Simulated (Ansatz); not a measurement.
# H5NOSi: the cost of one run

Program: Ansatz 0.2.0, Gaussian basis. Level of theory: PBE0-D4/def2-TZVP structures, single points in def2-TZVPP, no counterpoise correction. These are calculated values, not measurements.

Levels: SPW92, PBE-D4, BLYP-D4, r2SCAN-D4, B97M-V, PBE0-D4, B3LYP-D4, r2SCAN0-D4, BHLYP-D4, CAM-B3LYP-D4, wB97X-V, wB97M-V, B2PLYP, PBE-QIDH, RPA on PBE, Hartree-Fock, MP2, CCSD, CCSD(T).

Cores are frozen in the correlated methods. B3LYP uses VWN-RPA correlation. B2PLYP carries no dispersion term here.

94 further runs of the same task are left out: 94 set aside as unsound or not needed.

## Step 1: The starting structure

The complex: 12 atoms, charge 0, spin multiplicity 1.

Atoms are counted from 1 here; the program's logs count them from 0.

Bond lengths: Si1–H3 1.489 Å, Si1–H4 1.481 Å, Si1–N5 1.696 Å, Si1–O7 1.661 Å, N2–H6 1.015 Å, N2–H8 1.012 Å, N2–H9 1.013 Å, N5–H10 1.012 Å, N5–H11 1.004 Å, O7–H12 0.959 Å. Angles: H3–Si1–H4 111.7°, H3–Si1–N5 106.3°, H3–Si1–O7 110.7°, H4–Si1–N5 111.8°, H4–Si1–O7 101.2°, N5–Si1–O7 115.2°, H6–N2–H8 107.4°, H6–N2–H9 107.1°, H8–N2–H9 107.1°, Si1–N5–H10 118.9°, Si1–N5–H11 123.7°, H10–N5–H11 114.9°, Si1–O7–H12 116.0°.

Geometry (Å):

```mol
H8N2OSi
  3D, bonds by distance, orders not assigned

 12 10  0  0  0  0  0  0  0  0999 V2000
   -0.8799   -1.1297    0.1288 Si  0  0
    1.6740    1.1829    0.1546 N   0  0
   -2.1508   -1.9031    0.0799 H   0  0
    0.1204   -1.7727    1.0124 H   0  0
   -1.2905    0.4253    0.6676 N   0  0
    1.5684    0.4891   -0.5793 H   0  0
   -0.1011   -1.1865   -1.3371 O   0  0
    2.0896    2.0056   -0.2643 H   0  0
    2.3446    0.8147    0.8183 H   0  0
   -0.5607    1.1210    0.7547 H   0  0
   -2.2245    0.7924    0.6499 H   0  0
   -0.5895   -0.8391   -2.0855 H   0  0
  1  3  8  0
  1  4  8  0
  1  5  8  0
  1  7  8  0
  2  6  8  0
  2  8  8  0
  2  9  8  0
  5 10  8  0
  5 11  8  0
  7 12  8  0
M  END
```

Its parts: H₅NOSi holds atoms 1, 3, 4, 5, 7, 10, 11, 12; NH₃ holds atoms 2, 6, 8, 9. Each part counts its atoms afresh in its own runs.

## Step 2: Relaxing H₅NOSi alone

Contents of relax-a/in.yaml:

```yaml
crystal:
  periodic: [false, false, false]
  atoms:
    - {symbol: Si, position_ang: [-0.879875, -1.129707, 0.128794]}
    - {symbol: H, position_ang: [-2.150779, -1.903132, 0.079894]}
    - {symbol: H, position_ang: [0.120401, -1.772717, 1.012428]}
    - {symbol: N, position_ang: [-1.290528, 0.425287, 0.667571]}
    - {symbol: O, position_ang: [-0.101145, -1.186461, -1.337127]}
    - {symbol: H, position_ang: [-0.560676, 1.121018, 0.754691]}
    - {symbol: H, position_ang: [-2.224522, 0.792353, 0.649850]}
    - {symbol: H, position_ang: [-0.589534, -0.839135, -2.085542]}
basis:
  gaussian: {orbitals: def2-TZVP}
hamiltonian: {xc: pbe0, dispersion: d4}
relax: {f_tol: 0.005, max_steps: 200}
```

Command:

```bash
> ansatz run in.yaml --threads 4 --pin off --events-out ev --progress --plain --max-ram 9574MiB
```

**Question.** How long does this run take on 4 threads of Arm Neoverse V1, shared host?

About 8.5 s.
